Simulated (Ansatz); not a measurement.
**C₃H₉LiOSi: vertical ionisation energy**

One table from this session's results is given with a row withheld; the runs are named, their logs left out.

Computed with Ansatz 0.2.0, Gaussian basis. Level: unrestricted cation, the program's frozen cores in correlated methods.

The runs, in order: UKS PBE-D4/def2-TZVPP; UKS r2SCAN-D4/def2-TZVPP; UKS PBE0-D4/def2-TZVPP; UKS B3LYP-D4/def2-TZVPP; UKS wB97X-V/def2-TZVPP; UKS wB97M-V/def2-TZVPP; UKS B2PLYP/def2-TZVPP; UHF-CCSD(T)/def2-TZVPP; UHF-MP2/def2-QZVPP; extrapolation to the limit; then −ε(HOMO) from the neutral's earlier runs with LDA (SPW92), PBE-D4, revPBE-D4, BLYP-D4, r2SCAN-D4, B97M-V, PBE0-D4, B3LYP-D4, r2SCANh-D4, r2SCAN0-D4, HSE06-D4, BHLYP-D4, CAM-B3LYP-D4, LC-ωPBE, ωB97X-V, ωB97M-V.

### The geometry

The geometry comes from an earlier relaxation with PBE0-D4 in a triple-zeta def2 set; it is a stationary point, not always the lowest conformer.

15 atoms, charge 0, spin multiplicity 1.

Atoms are counted from 1 here; the program's logs count them from 0.

Bond lengths: Li1–O2 1.616 Å, O2–Si3 1.604 Å, Si3–C4 1.883 Å, Si3–C5 1.883 Å, Si3–C6 1.883 Å, C4–H7 1.094 Å, C4–H8 1.094 Å, C4–H9 1.094 Å, C5–H10 1.094 Å, C5–H11 1.094 Å, C5–H12 1.094 Å, C6–H13 1.094 Å, C6–H14 1.094 Å, C6–H15 1.094 Å. Angles: Li1–O2–Si3 180.0°, O2–Si3–C4 111.4°, O2–Si3–C5 111.4°, O2–Si3–C6 111.4°, C4–Si3–C5 107.5°, C4–Si3–C6 107.5°, C5–Si3–C6 107.5°, Si3–C4–H7 110.9°, Si3–C4–H8 111.7°, Si3–C4–H9 110.9°, H7–C4–H8 107.8°, H7–C4–H9 107.7°, H8–C4–H9 107.8°, Si3–C5–H10 111.7°, Si3–C5–H11 110.9°, Si3–C5–H12 110.9°, H10–C5–H11 107.7°, H10–C5–H12 107.8° and more.

As a file:

```xyz
15
charge 0, multiplicity 1
Li    2.1434   -0.7022    2.7186
O     1.1620   -0.3828    1.4756
Si    0.1875   -0.0650    0.2413
C    -1.3635   -1.1319    0.2995
C     1.0388   -0.3917   -1.4066
C    -0.3628    1.7361    0.2478
H    -1.1071   -2.1949    0.2620
H    -2.0327   -0.9203   -0.5400
H    -1.9223   -0.9573    1.2238
H     0.3794   -0.1772   -2.2531
H     1.9324    0.2304   -1.5139
H     1.3509   -1.4376   -1.4836
H     0.4987    2.4072    0.1793
H    -1.0276    1.9599   -0.5920
H    -0.8988    1.9766    1.1709
```

The first run:

in.yaml

```yaml
crystal:
  periodic: [false, false, false]
  atoms:
    - {symbol: Li, position_ang: [2.143364, -0.702222, 2.718551]}
    - {symbol: O, position_ang: [1.161960, -0.382818, 1.475582]}
    - {symbol: Si, position_ang: [0.187489, -0.065039, 0.241276]}
    - {symbol: C, position_ang: [-1.363483, -1.131902, 0.299458]}
    - {symbol: C, position_ang: [1.038822, -0.391742, -1.406626]}
    - {symbol: C, position_ang: [-0.362786, 1.736135, 0.247843]}
    - {symbol: H, position_ang: [-1.107062, -2.194898, 0.261971]}
    - {symbol: H, position_ang: [-2.032733, -0.920349, -0.540039]}
    - {symbol: H, position_ang: [-1.922308, -0.957271, 1.223761]}
    - {symbol: H, position_ang: [0.379374, -0.177186, -2.253090]}
    - {symbol: H, position_ang: [1.932420, 0.230429, -1.513898]}
    - {symbol: H, position_ang: [1.350868, -1.437600, -1.483598]}
    - {symbol: H, position_ang: [0.498678, 2.407185, 0.179339]}
    - {symbol: H, position_ang: [-1.027608, 1.959946, -0.591994]}
    - {symbol: H, position_ang: [-0.898793, 1.976632, 1.170867]}
basis:
  gaussian: {orbitals: def2-TZVPP}
total_charge: 1
magnetization: {spin_polarized: true, initial_magnetization: 1}
hamiltonian: {xc: pbe, dispersion: d4}
```

Command:

```bash
ansatz run in.yaml --threads 2 --pin off --events-out ev --progress --plain --max-ram 32768MiB --backend cuda --devices 0, --max-vram 18GiB
```

Among the steps run: Cation, UKS PBE-D4/def2-TZVPP; Cation, UKS r2SCAN-D4/def2-TZVPP; Cation, UKS PBE0-D4/def2-TZVPP; Cation, UKS B3LYP-D4/def2-TZVPP; Cation, UKS wB97X-V/def2-TZVPP; Cation, UKS wB97M-V/def2-TZVPP; Cation, UKS B2PLYP (frozen core)/def2-TZVPP; Cation, UHF-CCSD(T)/def2-TZVPP; Cation, UHF-MP2/def2-QZVPP.

One of the session's tables, all rows but one given; the rest of the session is left out.

Orbital estimates, from the neutral's runs:

| functional | −ε(HOMO) (eV) |
| --- | --- |
| LDA (SPW92) | 5.30 |
| PBE-D4 | 5.13 |
| revPBE-D4 | 5.06 |
| BLYP-D4 | 5.06 |
| r2SCAN-D4 | 5.36 |
| B97M-V | 5.45 |
| PBE0-D4 | 6.48 |
| B3LYP-D4 | 6.29 |
| r2SCANh-D4 | 5.88 |
| r2SCAN0-D4 | 6.66 |
| HSE06-D4 | 6.08 |
| BHLYP-D4 | 7.81 |
| CAM-B3LYP-D4 | 7.92 |
| LC-ωPBE | 9.20 |
| ωB97X-V | 8.89 |
| ωB97M-V | ? |

Q: Estimate the row for ωB97M-V from the others.

The run gave: −ε(HOMO) (eV): 8.81. In the column «−ε(HOMO) (eV)» it lies between CAM-B3LYP-D4 (7.92) and ωB97X-V (8.89).
